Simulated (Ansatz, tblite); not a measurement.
**(Cl2B-mu-SMe)2 (C2H6B2Cl4S2): one state, many levels**

An exercise on one series of results from a longer session: the logs are not shown, and one member is left open.

The runs use Ansatz 0.2.0, Gaussian basis; as each input shows.

Plan: GFN1-xTB, GFN2-xTB, PBE-D4/def2-TZVP, r2SCAN-D4/def2-TZVP, BHLYP-D4/def2-TZVP, LC-ωPBE/def2-TZVP, ωB97M-V/def2-TZVP, PBE+5HF/def2-SVP, PBE+10HF/def2-SVP, PBE+15HF/def2-SVP, PBE+35HF/def2-SVP, PBE+50HF/def2-SVP, PBE-D4/def2-SVP, PBE0-D4/def2-SVP, HF/STO-3G, CCSD(T)/def2-TZVPP, MP2/def2-TZVP, RPA/def2-TZVP.

## The geometry

The singlet was relaxed beforehand with PBE-D4/def2-SVP.

16 atoms, charge 0, spin multiplicity 1.

Bond lengths: B1–Cl2 1.814 Å, B1–Cl3 1.805 Å, B1–S4 2.007 Å, B1–S9 2.007 Å, S4–C5 1.825 Å, S4–B6 2.006 Å, C5–H11 1.106 Å, C5–H12 1.105 Å, C5–H13 1.105 Å, B6–Cl7 1.814 Å, B6–Cl8 1.805 Å, B6–S9 2.008 Å, S9–C10 1.826 Å, C10–H14 1.105 Å, C10–H15 1.106 Å, C10–H16 1.106 Å. Angles: Cl2–B1–Cl3 116.7°, Cl2–B1–S4 113.3°, Cl2–B1–S9 112.9°, Cl3–B1–S4 107.6°, Cl3–B1–S9 107.7°, S4–B1–S9 96.7°, B1–S4–C5 105.3°, B1–S4–B6 82.3°, C5–S4–B6 105.1°, S4–C5–H11 107.5°, S4–C5–H12 110.9°, S4–C5–H13 107.0°, H11–C5–H12 111.0°, H11–C5–H13 110.7°, H12–C5–H13 109.7°, S4–B6–Cl7 112.9°, S4–B6–Cl8 107.7°, S4–B6–S9 96.7° and more.

Geometry (Å):

```csv
atom,x (Å),y (Å),z (Å)
B1,0.5812,-0.0484,-1.6035
Cl2,2.3290,-0.1704,-1.1350
Cl3,0.2156,-0.0357,-3.3707
S4,-0.3524,1.5246,-0.7778
C5,0.5779,1.8889,0.7499
B6,-1.6831,0.1165,-0.2573
Cl7,-2.1102,0.1647,1.5047
Cl8,-3.0561,0.1989,-1.4255
S9,-0.5563,-1.4689,-0.7569
C10,0.3227,-1.9439,0.7711
H11,-0.1596,2.0527,1.5576
H12,1.2632,1.0589,1.0008
H13,1.1608,2.8088,0.5619
H14,-0.1057,-2.9066,1.1046
H15,0.1795,-1.1800,1.5575
H16,1.3935,-2.0601,0.5187
```

PBE0-D4/def2-TZVP was run before; its log isn't repeated, and its numbers join the tables.

The first run:

Tight binding, by tblite at 300 K electronic temperature and without a spin-polarisation term:

```python
tblite.interface.Calculator('GFN1-xTB', numbers, positions, charge=0, uhf=0).singlepoint()
```

Tight binding, by tblite at 300 K electronic temperature and without a spin-polarisation term:

```python
tblite.interface.Calculator('GFN2-xTB', numbers, positions, charge=0, uhf=0).singlepoint()
```

start.molden holds the orbitals of an earlier run on this state, given as this run's starting guess.

in.yaml

```yaml
crystal:
  periodic: [false, false, false]
  atoms:
    - {symbol: B, position_ang: [0.581193, -0.048382, -1.603526]}
    - {symbol: Cl, position_ang: [2.328969, -0.170426, -1.134962]}
    - {symbol: Cl, position_ang: [0.215598, -0.035686, -3.370721]}
    - {symbol: S, position_ang: [-0.352435, 1.524628, -0.777815]}
    - {symbol: C, position_ang: [0.577916, 1.888911, 0.749887]}
    - {symbol: B, position_ang: [-1.683071, 0.116519, -0.257277]}
    - {symbol: Cl, position_ang: [-2.110173, 0.164680, 1.504718]}
    - {symbol: Cl, position_ang: [-3.056112, 0.198874, -1.425538]}
    - {symbol: S, position_ang: [-0.556341, -1.468918, -0.756894]}
    - {symbol: C, position_ang: [0.322712, -1.943882, 0.771134]}
    - {symbol: H, position_ang: [-0.159642, 2.052670, 1.557558]}
    - {symbol: H, position_ang: [1.263199, 1.058912, 1.000755]}
    - {symbol: H, position_ang: [1.160811, 2.808812, 0.561868]}
    - {symbol: H, position_ang: [-0.105653, -2.906610, 1.104634]}
    - {symbol: H, position_ang: [0.179495, -1.179983, 1.557492]}
    - {symbol: H, position_ang: [1.393545, -2.060120, 0.518697]}
basis:
  gaussian: {orbitals: def2-TZVP, initial_orbitals: start.molden}
hamiltonian: {xc: pbe, dispersion: d4}
scf: {omitted_lower_state_checks: [starts]}
output: {forces: true, orbitals: {seedname: orbitals}}
```

On the command line:

```sh
$ ansatz run in.yaml --threads 2 --pin off --events-out ev --progress --plain --max-ram 22528MiB --backend cuda --devices 0, --max-vram 18GiB
```

Steps of the session up to this table: PBE-D4/def2-TZVP; r2SCAN-D4/def2-TZVP; BHLYP-D4/def2-TZVP; LC-ωPBE/def2-TZVP; ωB97M-V/def2-TZVP; PBE+5HF/def2-SVP; PBE+10HF/def2-SVP; PBE+15HF/def2-SVP; PBE+35HF/def2-SVP; PBE+50HF/def2-SVP; PBE-D4/def2-SVP; PBE0-D4/def2-SVP; HF/STO-3G; CCSD(T)/def2-TZVPP; MP2/def2-TZVP; RPA/def2-TZVP.

One table of the session follows, with a row left open; its other results are not shown here.

It belongs to the step «Binding energy». 

| method | binding an atom (eV) |
| --- | --- |
| HF/STO-3G | 3.557 |
| HF/def2-TZVP | 2.736 |
| HF/def2-TZVPP | 2.739 |
| PBE-D4/def2-SVP | 3.955 |
| PBE-D4/def2-TZVP | 3.903 |
| r2SCAN-D4/def2-TZVP | 3.826 |
| PBE0-D4/def2-SVP | 3.885 |
| PBE0-D4/def2-TZVP | ? |
| BHLYP-D4/def2-TZVP | 3.646 |
| LC-ωPBE/def2-TZVP | 3.742 |
| ωB97M-V/def2-TZVP | 3.806 |
| MP2/def2-TZVP | 3.757 |
| CCSD/def2-TZVPP | 3.575 |
| CCSD(T)/def2-TZVPP | 3.661 |

**Question.** Estimate the row for PBE0-D4/def2-TZVP.

**Answer.** binding an atom (eV): 3.838. In the column «binding an atom (eV)» it lies between r2SCAN-D4/def2-TZVP (3.826) and PBE0-D4/def2-SVP (3.885).

Limits of these values: Free atoms were run apart at each level; binding is atoms less cluster, divided by the number of atoms, without zero-point or spin-orbit terms.
